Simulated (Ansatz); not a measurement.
# B2PLYP/def2-SVPD run of BH2SF (SMILES FBS)

Aim: the electronic atomisation energy of BH2SF at B2PLYP/def2-SVPD, from 5 runs. 

The results are computed with Ansatz 0.2.0.

59 further runs of the same task are left out: 59 set aside as unsound or not needed.

**1. The molecule**

The species is BH2SF (5 atoms), meant as a singlet with charge 0. As SMILES, `FBS`. Geometry: relaxed at PBE0-D4/def2-TZVP. This is one conformer, not always the lowest.

Bond lengths: F1–B2 1.322 Å, B2–S3 1.794 Å, B2–H4 1.194 Å, S3–H5 1.342 Å. Angles: F1–B2–S3 117.9°, F1–B2–H4 119.5°, S3–B2–H4 122.6°, B2–S3–H5 94.9°.

**2. The energy at B2PLYP/def2-SVPD**

Contents of job.yaml:

```yaml
crystal:
  periodic: [false, false, false]
  atoms:
    - {symbol: F, position_ang: [-1.119100, -0.905900, -1.069200]}
    - {symbol: B, position_ang: [-0.412800, -0.339100, -0.106100]}
    - {symbol: S, position_ang: [0.972400, 0.698600, -0.579400]}
    - {symbol: H, position_ang: [-0.712000, -0.530900, 1.033700]}
    - {symbol: H, position_ang: [1.321400, 1.003700, 0.679600]}
basis:
  gaussian: {orbitals: def2-SVPD}
output: {orbitals: {seedname: orbitals}}
accuracy: high
total_charge: 0
correlation: {frozen_orbitals: {B: 1, F: 1, H: 0, S: 5}}
hamiltonian: {xc: {name: B2PLYP}}
```

Started as:

```console
$ ansatz run job.yaml --threads 1 --pin off --max-ram 2610MiB --events-out events.jsonl --progress --plain --runs-dir runs
```

The log of the run:

```text
Warning: RAYON_NUM_THREADS=1 ignored (pool sized by the plan → 1); use --threads N
Functional definition: B2PLYP
  name "B2PLYP"
  parameter a = 0.53
  parameter c = 0.27
  exchange = (1 - a)*b88_x + a*exact_x
  correlation = (1 - c)*lyp_c + c*(mp2_os + mp2_ss)
1673 factors; integrals over basis functions are off by at most 3.4e-9 eV
mean field evaluation 1: about -14246.1187 eV, gradient 2.5e1 eV
mean field evaluation 2: about -14246.1206 eV, gradient 2.5e1 eV
mean field evaluation 4: about -14247.2489 eV, gradient 1.9e0 eV
mean field evaluation 8: about -14247.2588 eV, gradient 2.6e-2 eV
mean field evaluation 16: about -14247.2588 eV, gradient 2.8e-6 eV
mean field -14247.25875703 eV, -523.5771021820 hartree, gradient 8.4e-9 eV, S^2 0.000000; 0 other end points of the search recorded, 0 dependent functions left out
7 core orbitals not correlated: weight in the atoms' cores, before any rotation towards them, 1.000 or more for the frozen orbitals, at most 0.000 for the correlated occupied ones
reference -14247.25877949 eV, -523.5771030075 hartree; 9, 9 occupied and 70, 70 virtual orbitals, 1673 factors
second order -14.03046311 eV of doubles, -0.00000000 eV of singles
Total energy: -14251.04700453 eV, -523.7163177100 hartree
```

Run time: 7.5 s. Hardware: 1 thread of Arm Neoverse V1, shared host; peak memory 0.2 GiB.

**3. The B atom at the same level**

Contents of molecule.yaml:

```yaml
crystal:
  periodic: [false, false, false]
  atoms:
    - {symbol: B, position_ang: [0.000000, 0.000000, 0.000000]}
basis:
  gaussian: {orbitals: def2-SVPD}
magnetization: {spin_polarized: true, initial_magnetization: 1}
hamiltonian: {xc: {name: B2PLYP}}
correlation: {frozen_orbitals: {B: 1}}
accuracy: high
```

Run the same way, it converges to -24.60401 Eh (log not shown).

**4. The F atom at the same level**

Contents of molecule.yaml:

```yaml
crystal:
  periodic: [false, false, false]
  atoms:
    - {symbol: F, position_ang: [0.000000, 0.000000, 0.000000]}
basis:
  gaussian:
    orbitals: def2-SVPD
total_charge: 0
magnetization:
  spin_polarized: true
  initial_magnetization: 1
hamiltonian:
  xc: {name: B2PLYP}
correlation:
  frozen_orbitals: {F: 1}
accuracy: high
```

Run the same way, it converges to -99.58457 Eh (log not shown).

**5. The H atom**

Contents of job.yaml:

```yaml
crystal:
  periodic: [false, false, false]
  atoms:
    - {symbol: H, position_ang: [0.000000, 0.000000, 0.000000]}
basis:
  gaussian:
    orbitals: def2-SVPD
magnetization:
  spin_polarized: true
  initial_magnetization: 1
hamiltonian:
  xc: {name: B2PLYP}
correlation:
  frozen_orbitals: {H: 0}
accuracy: high
```

Run the same way, it converges to -0.49793 Eh (log not shown).

**6. The S atom, same level**

Contents of run.yaml:

```yaml
crystal:
  periodic: [false, false, false]
  atoms:
    - {symbol: S, position_ang: [0.000000, 0.000000, 0.000000]}
basis:
  gaussian:
    orbitals: def2-SVPD
magnetization:
  spin_polarized: true
  initial_magnetization: 2
hamiltonian:
  xc: {name: B2PLYP}
correlation:
  frozen_orbitals: {S: 5}
accuracy: high
```

Run the same way, it converges to -397.85202 Eh (log not shown).

**7. Summary of results**

At B2PLYP/def2-SVPD, 7 core orbitals frozen:

| quantity | value |
| --- | --- |
| molecule: total energy | -523.71632 Eh |
| molecule: HOMO energy (SCF part's orbitals) | -9.40 eV |
| molecule: LUMO energy (SCF part's orbitals) | 0.57 eV |
| molecule: HOMO–LUMO gap (SCF part's orbitals) | 9.97 eV |
| B atom: total energy | -24.60401 Eh |
| B atom: ⟨S²⟩ | 0.755 |
| F atom: total energy | -99.58457 Eh |
| F atom: ⟨S²⟩ | 0.752 |
| H atom: total energy | -0.49793 Eh |
| H atom: ⟨S²⟩ | 0.750 |
| S atom: total energy | -397.85202 Eh |
| S atom: ⟨S²⟩ | 2.005 |
| electronic atomisation energy | 18.500 eV |

**Reading.** Taking the molecule apart into free atoms costs 18.50 eV (1785 kJ/mol), before zero-point energy and without spin-orbit coupling.
